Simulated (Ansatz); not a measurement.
# Ti4C: the cost of one run

Program: Ansatz 0.2.0. Level of theory: DFT PBEsol, scalar-relativistic, plane waves, PAW. These are calculated values, not measurements.

4 further runs of the same task are left out: 1 that didn't finish, 3 set aside as unsound or not needed.

## 1. Starting point

Symmetry: Im-3m, No. 229, cubic system. Conventional cell: a = 3.210 Å, b = 3.210 Å, c = 3.210 Å, α = 90.00°, β = 90.00°, γ = 90.00°. Ti (site symmetry m-3m) is surrounded by 8 Ti at 2.78 Å.

Coordinates:

```
Ti
1.0
    -1.60512    1.60512    1.60512
     1.60512   -1.60512    1.60512
     1.60512    1.60512   -1.60512
Ti
1
Direct
  0.00000 0.00000 0.00000
```

It is the result of an earlier relaxation at this level (volume 16.54 Å³/atom; gap on the mesh: none (metal)).

## 4. Setting up the map

Atoms count from 1 in the order of the input.

C is moved over the surface cell; relaxed at each place: the height of the adsorbate's atoms; substrate rigid; the origin of the map has the adsorbate above Ti4.

First coordinate, position of C5 along the first surface vector, from above Ti4: 8 values from 0.000 to 0.875, periodic. Second coordinate, position of C5 along the second surface vector, from above Ti4: 8 values from 0.000 to 0.875, periodic.

Relaxed at each point: the height of the adsorbate's atoms; substrate rigid. Points are written as (first, second).

The two vectors of the plane (Å): (3.210, 0.000, 0.000); (0.000, 3.210, 0.000).

(The set-up runs are not shown.)

## 5. Grid point (2/8, 2/8) of the map's two axes

Contents of input.yaml:

```yaml
crystal:
  lattice:
    - [3.210232109, 0.0, 0.0]
    - [0.0, 3.210232109, 0.0]
    - [0.0, 0.0, 20.1069940753]
  atoms:
    - { symbol: Ti, position: [0.5, 0.5, 0.1989357527] }
    - { symbol: Ti, position: [0.0, 0.0, 0.2787644953] }
    - { symbol: Ti, position: [0.5, 0.5, 0.3538359372] }
    - { symbol: Ti, position: [0.0, 0.0, 0.4280597111] }
    - { symbol: C, position: [0.25, 0.25, 0.5066393334] }
basis:
  ecutwfc: 420
kpoints:
  mp_grid: { grid: [8, 8, 1] }
hamiltonian:
  xc: pbesol
scf:
  occupations: { method: gaussian, width: 0.1 }
output:
  forces: true
  eigenvalues: true
relax:
  adjacent_minimum: "off"
  f_tol: 0.025
  max_steps: 16
  constraints: [{ sites: [0, 1, 2, 3] }, { sites: [4], fix: xy }]
efield:
  axis: 3
  dipole_correction: true
  ramp_width: 0.04
```

Launch:

```sh
> ansatz run input.yaml --threads 1 --pin off --max-ram 3072MiB --backend cpu --events-out ev --progress --plain --runs-dir out
```

What time and memory should one allow on 1 thread of AMD EPYC 9R45 (Zen 5), shared host?

About 19 s, with a peak of 0.51 GiB.
